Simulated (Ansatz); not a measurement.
# Bi2Se3: the cost of one run

Code: Ansatz 0.2.0. PAW datasets, plane waves. No spin polarisation and no zero-point or thermal motion.

## 1. Starting point

The unstrained cell was relaxed with r2SCAN+rVV10; in each strained cell the atoms were relaxed again with r2SCAN+rVV10. Names of k-points are those of the unstrained zone, where strain can split equivalent points. First state: +2.0 % biaxial strain in x and y, free along z.

Space group R-3m (No. 166), trigonal; conventional cell a = 4.225 Å, c = 28.616 Å, 29.49 Å³ an atom. Bi has 6 Se at 2.87–3.09 Å; Se has 3 Bi at 2.87 Å; Se has 6 Bi at 3.09 Å.

Coordinates:

Space group R-3m:H (No. 166). a = 4.225 Å, b = 4.225 Å, c = 28.616 Å, α = 90.00°, β = 90.00°, γ = 120.00°
```csv
atom,site,symmetry,x,y,z
Bi,6c,3m,0.6667,0.3333,0.7330
Se,6c,3m,0.3333,0.6667,0.8807
Se,3a,-3m,0.0000,0.0000,0.0000
```

From earlier runs on the unstrained cell: PBE 0.34 eV, r2SCAN 0.62 eV, HSE06 0.79 eV, r2SCAN+SOC 0.04 eV; a = 4.142 Å, c = 29.263 Å.

## 2. +2.0 % biaxial strain in x and y, free along z: PBE

The input, input.yaml:

```yaml
crystal:
  lattice:
    - [2.1126072404, 1.219714359, 9.5386393249]
    - [-2.1126072404, 1.219714359, 9.5386393249]
    - [0.0, -2.4394287179, 9.5386393249]
  atoms:
    - { symbol: Bi, position: [0.3996833923, 0.3996833923, 0.3996833923] }
    - { symbol: Bi, position: [0.6003166077, 0.6003166077, 0.6003166077] }
    - { symbol: Se, position: [0.214029399, 0.214029399, 0.214029399] }
    - { symbol: Se, position: [0.785970601, 0.785970601, 0.785970601] }
    - { symbol: Se, position: [0.0, 0.0, 0.0] }
kpoints:
  mp_grid: { grid: [8, 8, 8] }
  band_path:
    path:
      - [0.0, 0.0, 0.0]
      - [0.5, 0.5, 0.5]
      - [0.8233141803, 0.1766858197, 0.5]
      - [0.5, -0.1766858197, 0.1766858197]
      - [0.5, 0.0, 0.0]
      - [0.3383429098, -0.3383429098, 0.0]
      - [0.6616570902, 0.0, 0.3383429098]
      - [0.5, 0.0, 0.5]
    npoints: 1
hamiltonian:
  xc: pbe
scf:
  occupations: { method: fermi_dirac, width: 0.02 }
  n_extra_bands: 5
output:
  forces: true
  stress: true
  eigenvalues: true
```

The run is started by

```
> ansatz run input.yaml --threads 2 --pin off --max-ram 29491MiB --backend cpu --events-out ev --progress --plain --runs-dir out
```

What time and memory should one allow on 2 threads of AMD EPYC 7R13 (Zen 3), shared host?

About 8.7 s, with a peak of 0.74 GiB.
